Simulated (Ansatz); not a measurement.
# C2H6BFO (SMILES COB(C)F): BHLYP/def2-SVP

What is the energy change on altering one bond length of C2H6BFO at BHLYP/def2-SVP? 

The results are computed with Ansatz 0.2.0.

89 further runs of the same task are left out: 89 set aside as unsound or not needed. Runs told in other sessions of the task aren't counted.

## (1) Starting point

C2H6BFO: 11 atoms, total charge 0, spin state singlet. SMILES: `COB(C)F`. The shape is that of a PBE0-D4/def2-TZVP optimisation. This is one conformer, not always the lowest.

Bond lengths: C1–O2 1.408 Å, O2–B3 1.348 Å, B3–C4 1.569 Å, B3–F5 1.335 Å, C1–H6 1.092 Å, C1–H7 1.092 Å, C1–H8 1.093 Å, C4–H9 1.094 Å, C4–H10 1.090 Å, C4–H11 1.094 Å. Some angles: C1–O2–B3 123.8°, O2–B3–C4 126.0°, O2–B3–F5 114.4°, C4–B3–F5 119.6°, O2–C1–H6 109.0°, O2–C1–H7 108.9°, O2–C1–H8 112.4°, B3–C4–H9 111.5°, B3–C4–H10 111.3°, B3–C4–H11 111.4°.

## (2) The energy at BHLYP/def2-SVP

in.yaml

```yaml
crystal:
  periodic: [false, false, false]
  atoms:
    - symbol: C
      position_ang: [-1.364400, 0.711100, 0.538500]
    - symbol: O
      position_ang: [-0.241000, 1.227800, -0.135300]
    - symbol: B
      position_ang: [0.818600, 0.482700, -0.508900]
    - symbol: C
      position_ang: [0.993200, -1.057900, -0.270600]
    - symbol: F
      position_ang: [1.779200, 1.165200, -1.136000]
    - symbol: H
      position_ang: [-1.458500, 1.207100, 1.506900]
    - symbol: H
      position_ang: [-2.259100, 0.924300, -0.050000]
    - symbol: H
      position_ang: [-1.294000, -0.367700, 0.698100]
    - symbol: H
      position_ang: [0.947600, -1.307000, 0.794000]
    - symbol: H
      position_ang: [1.947400, -1.412800, -0.660100]
    - symbol: H
      position_ang: [0.196300, -1.629800, -0.756000]
basis:
  gaussian: {orbitals: def2-SVP}
output: {orbitals: {seedname: orbitals}}
hamiltonian: {xc: {name: BHLYP}}
accuracy: high
```

Command:

```bash
$ ansatz run in.yaml --threads 1 --pin off --max-ram 2610MiB --events-out events.jsonl --progress --plain --runs-dir runs
```

What it wrote:

```text
Warning: RAYON_NUM_THREADS=1 ignored (pool sized by the plan → 1); use --threads N
Functional definition: BHLYP
  name "BHLYP"
  parameter a = 0.5
  exchange = (1 - a)*b88_x + a*exact_x
  correlation = lyp_c
2429 factors; integrals over basis functions are off by at most 8.1e-9 eV
mean field evaluation 1: about -7600.6248 eV, gradient 4.8e1 eV
mean field evaluation 2: about -7601.9560 eV, gradient 4.3e1 eV
mean field evaluation 4: about -7605.2735 eV, gradient 1.6e0 eV
mean field evaluation 8: about -7605.8078 eV, gradient 3.8e-1 eV
mean field evaluation 16: about -7605.8081 eV, gradient 2.2e-5 eV
mean field -7605.80812839 eV, -279.5082933164 hartree, gradient 3.1e-8 eV, S^2 0.000000; 0 other end points of the search recorded, 0 dependent functions left out
reference -7605.80815574 eV, -279.5082943216 hartree; 20, 20 occupied and 80, 80 virtual orbitals, 2429 factors
Total energy: -7605.80815574 eV, -279.5082943216 hartree
```

It took 11 s on 1 thread of Arm Neoverse V2, shared host; peak memory 0.36 GiB.

## (3) The distorted shape

in.yaml

```yaml
crystal:
  periodic: [false, false, false]
  atoms:
    - {symbol: C, position_ang: [-2.212106, 1.307199, 0.837389]}
    - {symbol: O, position_ang: [-1.088706, 1.823899, 0.163589]}
    - {symbol: B, position_ang: [0.818600, 0.482700, -0.508900]}
    - {symbol: C, position_ang: [0.993200, -1.057900, -0.270600]}
    - {symbol: F, position_ang: [1.779200, 1.165200, -1.136000]}
    - {symbol: H, position_ang: [-2.306206, 1.803199, 1.805789]}
    - {symbol: H, position_ang: [-3.106806, 1.520399, 0.248889]}
    - {symbol: H, position_ang: [-2.141706, 0.228399, 0.996989]}
    - {symbol: H, position_ang: [0.947600, -1.307000, 0.794000]}
    - {symbol: H, position_ang: [1.947400, -1.412800, -0.660100]}
    - {symbol: H, position_ang: [0.196300, -1.629800, -0.756000]}
basis:
  gaussian:
    orbitals: def2-SVP
accuracy: high
hamiltonian:
  xc: {name: BHLYP}
output: {orbitals: {seedname: orbitals}}
```

Command:

```bash
$ ansatz run in.yaml --threads 1 --pin off --max-ram 2610MiB --events-out events.jsonl --progress --plain --runs-dir runs
```

What it wrote:

```text
Warning: RAYON_NUM_THREADS=1 ignored (pool sized by the plan → 1); use --threads N
[... 5 set-up lines as earlier in the session ...]
2384 factors; integrals over basis functions are off by at most 7.6e-9 eV
mean field evaluation 1: about -7591.6374 eV, gradient 5.8e1 eV
mean field evaluation 2: about -7507.6565 eV, gradient 1.6e2 eV
mean field evaluation 4: about -7599.4632 eV, gradient 7.8e0 eV
mean field evaluation 8: about -7600.1962 eV, gradient 2.4e0 eV
mean field evaluation 16: about -7600.2161 eV, gradient 1.6e-3 eV
mean field -7600.21605075 eV, -279.3027882535 hartree, gradient 7.5e-8 eV, S^2 0.000000; 0 other end points of the search recorded, 0 dependent functions left out
reference -7600.21608097 eV, -279.3027893642 hartree; 20, 20 occupied and 80, 80 virtual orbitals, 2384 factors
Total energy: -7600.21608097 eV, -279.3027893642 hartree
```

Wall time 11 s (1 thread of Arm Neoverse V2, shared host); peak memory 0.34 GiB.

## (4) What came out

Level: BHLYP/def2-SVP.

```
                                                         quantity          value
                                        first shape: total energy  -279.50829 Eh
                                         first shape: HOMO energy      -10.44 eV
                                         first shape: LUMO energy        2.28 eV
                                       first shape: HOMO–LUMO gap       12.72 eV
                                    distorted shape: total energy  -279.30279 Eh
                                     distorted shape: HOMO energy       -7.64 eV
                                     distorted shape: LUMO energy       -1.08 eV
                                   distorted shape: HOMO–LUMO gap        6.56 eV
energy change with the O2–B3 bond stretched from 1.348 to 2.427 Å       5.592 eV
```

In words: With the O2–B3 bond stretched from 1.348 to 2.427 Å the energy rises by 5.59 eV (540 kJ/mol). The first shape isn't relaxed at this level, so the change isn't measured from a minimum. A restricted reference can't describe the breaking bond well at this length.
